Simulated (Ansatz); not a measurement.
# UHF/3-21G run of SnH2ClO2 (SMILES [OH][Sn]([OH])[Cl])

What is the electronic atomisation energy of SnH2ClO2 at UHF/3-21G? 

The calculation is run with Ansatz 0.2.0.

63 further runs of the same task are left out: 63 set aside as unsound or not needed.

## (1) The molecule

The species is SnH2ClO2 (6 atoms), meant as a doublet with charge 0. As SMILES, `[OH][Sn]([OH])[Cl]`. Geometry: relaxed at PBE0-D4/def2-TZVP. This is one conformer, not always the lowest.

Bond lengths: O1–Sn2 1.969 Å, Sn2–O3 1.960 Å, Sn2–Cl4 2.349 Å, O1–H5 0.962 Å, O3–H6 0.964 Å. Angles: O1–Sn2–O3 101.9°, O1–Sn2–Cl4 109.1°, O3–Sn2–Cl4 108.0°, Sn2–O1–H5 114.3°, Sn2–O3–H6 110.7°.

## (2) The energy at UHF/3-21G

Contents of run.yaml:

```yaml
basis:
  gaussian: {orbitals: 3-21G-spherical.json}
crystal:
  periodic: [false, false, false]
  atoms:
    - {symbol: O, position_ang: [-0.447400, 1.400500, -0.158300]}
    - {symbol: Sn, position_ang: [0.371800, -0.318200, -0.659700]}
    - {symbol: O, position_ang: [1.256500, -0.847900, 1.007700]}
    - {symbol: Cl, position_ang: [-1.328200, -1.877100, -1.106600]}
    - {symbol: H, position_ang: [-1.182700, 1.666400, -0.718500]}
    - {symbol: H, position_ang: [1.372100, -0.087800, 1.589200]}
magnetization: {spin_polarized: true, initial_magnetization: 1}
hamiltonian: {xc: hf}
accuracy: high
output: {orbitals: {seedname: orbitals}}
```

The basis set 3-21G is read from a file made from the Basis Set Exchange's data (not shown).

On the command line:

```sh
$ ansatz run run.yaml --threads 1 --pin off --max-ram 3480MiB --events-out events.jsonl --progress --plain --runs-dir runs
```

The log of the run:

```text
Warning: RAYON_NUM_THREADS=1 ignored (pool sized by the plan → 1); use --threads N
Functional definition: HF
  name "HF"
  exchange = exact_x
  correlation = 0
1365 factors; integrals over basis functions are off by at most 8.8e-9 eV
mean field evaluation 1: about -179691.5787 eV, gradient 3.2e1 eV
mean field evaluation 2: about -179691.7970 eV, gradient 3.2e1 eV
mean field evaluation 4: about -179695.9729 eV, gradient 1.8e0 eV
mean field evaluation 8: about -179696.0486 eV, gradient 3.1e-1 eV
mean field evaluation 16: about -179696.0513 eV, gradient 9.6e-6 eV
mean field -179696.05131220 eV, -6603.7080833652 hartree, gradient 3.7e-8 eV, S^2 0.759713; 0 other end points of the search recorded, 0 dependent functions left out
reference -179696.05131220 eV, -6603.7080833652 hartree; 43, 42 occupied and 23, 24 virtual orbitals, 1365 factors
Total energy: -179696.05131220 eV, -6603.7080833652 hartree
```

It took 3 s on 1 thread of Arm Neoverse V2, shared host; peak memory 0.27 GiB.

## (3) The Cl atom, same level

Contents of job.yaml:

```yaml
crystal:
  periodic: [false, false, false]
  atoms:
    - {symbol: Cl, position_ang: [0.000000, 0.000000, 0.000000]}
basis:
  gaussian: {orbitals: 3-21G.json}
hamiltonian: {xc: hf}
accuracy: high
magnetization: {spin_polarized: true, initial_magnetization: 1}
```

The basis set 3-21G is read from a file made from the Basis Set Exchange's data (not shown).

On the command line:

```sh
$ ansatz run job.yaml --threads 1 --pin off --max-ram 3480MiB --events-out events.jsonl --progress --plain --runs-dir runs
```

The log of the run:

```text
Warning: RAYON_NUM_THREADS=1 ignored (pool sized by the plan → 1); use --threads N
[... 4 set-up lines as earlier in the session ...]
77 factors; integrals over basis functions are off by at most 2.5e-9 eV
mean field evaluation 1: about -12443.0941 eV, gradient 2.3e0 eV
mean field evaluation 2: about -12443.0959 eV, gradient 2.2e0 eV
mean field evaluation 4: about -12443.1283 eV, gradient 2.2e-1 eV
mean field evaluation 8: about -12443.1289 eV, gradient 2.9e-3 eV
mean field evaluation 16: about -12443.1234 eV, gradient 6.8e-1 eV
mean field evaluation 32: about -12443.1289 eV, gradient 9.0e-3 eV
mean field -12443.12887118 eV, -457.2765517601 hartree, gradient 6.4e-8 eV, S^2 0.750372; 0 other end points of the search recorded, 0 dependent functions left out
reference -12443.12887118 eV, -457.2765517601 hartree; 9, 8 occupied and 4, 5 virtual orbitals, 77 factors
Total energy: -12443.12887118 eV, -457.2765517601 hartree
```

Run time: 0.04 s. Hardware: 1 thread of Arm Neoverse V2, shared host.

## (4) The H atom, same level

Contents of input.yaml:

```yaml
crystal:
  periodic: [false, false, false]
  atoms:
    - symbol: H
      position_ang: [0.000000, 0.000000, 0.000000]
basis:
  gaussian: {orbitals: 3-21G.json}
magnetization: {spin_polarized: true, initial_magnetization: 1}
hamiltonian: {xc: hf}
accuracy: high
```

The basis set 3-21G is read from a file made from the Basis Set Exchange's data (not shown).

Run the same way, it converges to -0.49620 Eh (log not shown).

## (5) The O atom

Contents of in.yaml:

```yaml
crystal:
  periodic: [false, false, false]
  atoms:
    - {symbol: O, position_ang: [0.000000, 0.000000, 0.000000]}
basis:
  gaussian:
    orbitals: 3-21G.json
magnetization:
  spin_polarized: true
  initial_magnetization: 2
hamiltonian:
  xc: hf
accuracy: high
```

The basis set 3-21G is read from a file made from the Basis Set Exchange's data (not shown).

Run the same way, it converges to -74.39366 Eh (log not shown).

## (6) The Sn atom at the same level

Contents of molecule.yaml:

```yaml
crystal:
  periodic: [false, false, false]
  atoms:
    - {symbol: Sn, position_ang: [0.000000, 0.000000, 0.000000]}
basis:
  gaussian:
    orbitals: 3-21G-spherical.json
hamiltonian:
  xc: hf
accuracy: high
magnetization:
  spin_polarized: true
  initial_magnetization: 2
```

The basis set 3-21G is read from a file made from the Basis Set Exchange's data (not shown).

Run the same way, it converges to -5996.26828 Eh (log not shown).

## (7) Outcome

Level: UHF/3-21G.

| quantity | value |
| --- | --- |
| molecule: total energy | -6603.70808 Eh |
| molecule: HOMO energy (highest over α and β) | -9.74 eV |
| molecule: LUMO energy (lowest over α and β) | -0.80 eV |
| molecule: ⟨S²⟩ | 0.760 |
| Cl atom: total energy | -457.27655 Eh |
| Cl atom: ⟨S²⟩ | 0.750 |
| H atom: total energy | -0.49620 Eh |
| H atom: ⟨S²⟩ | 0.750 |
| O atom: total energy | -74.39366 Eh |
| O atom: ⟨S²⟩ | 2.001 |
| Sn atom: total energy | -5996.26828 Eh |
| Sn atom: ⟨S²⟩ | 2.001 |
| electronic atomisation energy | 10.437 eV |

**Reading.** Taking the molecule apart into free atoms costs 10.44 eV (241 kcal/mol), before zero-point energy and without spin-orbit coupling. Hartree–Fock lacks the correlation of the bonding pairs, which as a rule makes this value much too low; in minimal bases other errors can mask that. The basis has no polarisation functions, which makes bonds too weak. Relativity is left out (molecule) although the molecule holds a heavy atom. Relativity is left out (Sn atom) although the molecule holds a heavy atom.
